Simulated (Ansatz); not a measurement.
# Ge2Sb2Te5: the cost of one run

Computed with Ansatz 0.2.0 (DFT LDA, scalar-relativistic, plane waves, PAW, unless a step's input says otherwise).

### Step 1. The system as given

Symmetry: P-3m1, No. 164, trigonal system. The conventional cell has a = 4.265 Å, b = 4.265 Å, c = 17.999 Å, α = 90.00°, β = 90.00°, γ = 120.00°. Ge (site symmetry 3m) is surrounded by 3 Te at 2.84 Å. Sb (site symmetry 3m) has 6 Te at 3.02 to 3.19 Å in its first shell of neighbours. Around Te (site symmetry -3m) lie 6 Sb at 3.19 Å. Te (site symmetry 3m) has 3 Sb at 3.02 Å and 3 Te at 3.30 Å in its first shell of neighbours. Te (site symmetry 3m) is surrounded by 3 Ge at 2.84 Å.

Structure file:

```cif
data_structure
_symmetry_space_group_name_H-M 'P-3m1'
_symmetry_Int_Tables_number 164
_cell_length_a 4.2648
_cell_length_b 4.2648
_cell_length_c 17.9991
_cell_angle_alpha 90.000
_cell_angle_beta 90.000
_cell_angle_gamma 120.000
_cell_volume 283.52
loop_
_atom_site_label
_atom_site_type_symbol
_atom_site_symmetry_multiplicity
_atom_site_Wyckoff_symbol
_atom_site_fract_x
_atom_site_fract_y
_atom_site_fract_z
_atom_site_occupancy
Ge1 Ge 2 d 0.33333 0.66667 0.41104 1
Sb1 Sb 2 d 0.33333 0.66667 0.11266 1
Te1 Te 1 a 0.00000 0.00000 0.00000 1
Te2 Te 2 d 0.33333 0.66667 0.79011 1
Te3 Te 2 c 0.00000 0.00000 0.33225 1
```

### Step 2. Relaxing cell and atoms: Ge2Sb2Te5, no spin

Input file input.yaml:

```yaml
crystal:
  lattice:
    - [4.2648321257, 0.0, 0.0]
    - [-2.1324160628, 3.6934529637, 0.0]
    - [0.0, 0.0, 17.999105]
  atoms:
    - { symbol: Ge, position: [0.33333333, 0.66666667, 0.411045] }
    - { symbol: Ge, position: [0.66666667, 0.33333333, 0.588955] }
    - { symbol: Sb, position: [0.33333333, 0.66666667, 0.112658] }
    - { symbol: Sb, position: [0.66666667, 0.33333333, 0.887342] }
    - { symbol: Te, position: [0.0, 0.0, 0.0] }
    - { symbol: Te, position: [0.33333333, 0.66666667, 0.790108] }
    - { symbol: Te, position: [0.66666667, 0.33333333, 0.209892] }
    - { symbol: Te, position: [0.0, 0.0, 0.332252] }
    - { symbol: Te, position: [0.0, 0.0, 0.667748] }
scf:
  occupations: { method: gaussian, width: 0.05 }
output:
  forces: true
  stress: true
hamiltonian:
  xc: lda
kpoints:
  mp_grid: { grid: [10, 10, 2] }
relax:
  f_tol: 0.002
  cell: { stress_tol: 0.02 }
```

Command:

```sh
> ansatz run input.yaml --threads 4 --pin off --max-ram 8192MiB --backend cpu --events-out ev --progress --plain --runs-dir out
```

What time and memory should one allow on 4 threads of Intel Xeon at 2.30GHz, shared host?

About 55 s, with a peak of 1.1 GiB.
